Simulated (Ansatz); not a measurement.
# C2H4ClFGeSi: one species, many methods

An exercise on one series of results from a longer session: the logs are not shown, and one member is left open.

The runs use Ansatz 0.2.0, Gaussian basis; functionals in def2-TZVPP, the program's frozen cores in correlated methods.

Levels to be run: LDA (SPW92), PBE-D4, revPBE-D4, BLYP-D4, r2SCAN-D4, B97M-V, PBE0-D4, B3LYP-D4, r2SCANh-D4, r2SCAN0-D4, HSE06-D4, BHLYP-D4, CAM-B3LYP-D4, LC-ωPBE, ωB97X-V, ωB97M-V, B2PLYP, PBE-QIDH; CCSD(T)/def2-SVP; CCSD(T)/def2-TZVPP; MP2/def2-QZVPP; extrapolation to the limit; RPA on PBE.

## The geometry

An earlier PBE0-D4 in a triple-zeta def2 set relaxation fixed the geometry.

SMILES `F[SiH](Cl)C#[C][GeH3]`, 10 atoms, charge 0, spin multiplicity 1.

Atoms are counted from 1 here; the program's logs count them from 0.

Bond lengths: F1–Si2 1.586 Å, Si2–Cl3 2.033 Å, Si2–C4 1.806 Å, Si2–H7 1.471 Å, C4–C5 1.213 Å, C5–Ge6 1.908 Å, Ge6–H8 1.531 Å, Ge6–H9 1.532 Å, Ge6–H10 1.531 Å. Angles: F1–Si2–Cl3 108.2°, F1–Si2–C4 109.1°, F1–Si2–H7 108.4°, Cl3–Si2–C4 109.6°, Cl3–Si2–H7 109.2°, C4–Si2–H7 112.2°, Si2–C4–C5 178.3°, C4–C5–Ge6 179.5°, C5–Ge6–H8 108.0°, C5–Ge6–H9 108.1°, C5–Ge6–H10 108.0°, H8–Ge6–H9 110.8°, H8–Ge6–H10 110.9°, H9–Ge6–H10 110.9°.

The first run:

in.yaml reads:

```yaml
crystal:
  periodic: [false, false, false]
  atoms:
    - {symbol: F, position_ang: [-2.289080, -0.204403, 2.385579]}
    - {symbol: Si, position_ang: [-1.133715, 0.802185, 1.974757]}
    - {symbol: Cl, position_ang: [-1.981409, 2.598689, 1.541654]}
    - {symbol: C, position_ang: [-0.285624, 0.164180, 0.513374]}
    - {symbol: C, position_ang: [0.315643, -0.251713, -0.454555]}
    - {symbol: Ge, position_ang: [1.246893, -0.907737, -1.984722]}
    - {symbol: H, position_ang: [-0.225255, 0.960055, 3.121223]}
    - {symbol: H, position_ang: [1.372131, 0.239418, -2.991317]}
    - {symbol: H, position_ang: [2.628722, -1.386964, -1.530253]}
    - {symbol: H, position_ang: [0.434793, -2.065009, -2.572741]}
basis:
  gaussian: {orbitals: def2-TZVPP}
hamiltonian: {xc: lda}
output: {orbitals: {seedname: orbitals}}
```

On the command line:

```
ansatz run in.yaml --threads 2 --pin off --events-out ev --progress --plain --max-ram 32768MiB --backend cpu
```

Steps of the session up to this table: LDA; PBE-D4 (GGA); revPBE-D4 (GGA); BLYP-D4 (GGA); r2SCAN-D4 (meta-GGA); B97M-V (meta-GGA); PBE0-D4 (hybrid); B3LYP-D4 (hybrid); r2SCANh-D4 (hybrid); r2SCAN0-D4 (hybrid); HSE06-D4 (hybrid); BHLYP-D4 (hybrid); CAM-B3LYP-D4 (range-separated); LC-ωPBE (range-separated); ωB97X-V (range-separated); ωB97M-V (range-separated); B2PLYP (double hybrid); PBE-QIDH (double hybrid).

One of the session's tables, all rows but one given; the rest of the session is left out.

It belongs to the step «Frontier levels by functional». 

| functional | HOMO (eV) | gap (eV) |
| --- | --- | --- |
| LDA (SPW92) | -7.51 | 5.29 |
| PBE-D4 | -7.35 | 5.36 |
| revPBE-D4 | -7.28 | 5.40 |
| BLYP-D4 | -7.16 | 5.36 |
| r2SCAN-D4 | -7.62 | 5.82 |
| B97M-V | -7.65 | 5.84 |
| PBE0-D4 | -8.56 | 7.46 |
| B3LYP-D4 | -8.30 | 7.03 |
| r2SCANh-D4 | -8.07 | 6.59 |
| r2SCAN0-D4 | -8.74 | 7.74 |
| HSE06-D4 | -8.16 | 6.68 |
| BHLYP-D4 | -9.60 | 9.52 |
| CAM-B3LYP-D4 | -9.87 | 9.90 |
| LC-ωPBE | -11.31 | 12.43 |
| ωB97X-V | ? | ? |
| ωB97M-V | -10.76 | 11.66 |

Estimate the missing values for ωB97X-V.

As computed: HOMO (eV): -10.90; gap (eV): 11.94. In the column «HOMO (eV)» it lies between LC-ωPBE (-11.31) and ωB97M-V (-10.76).
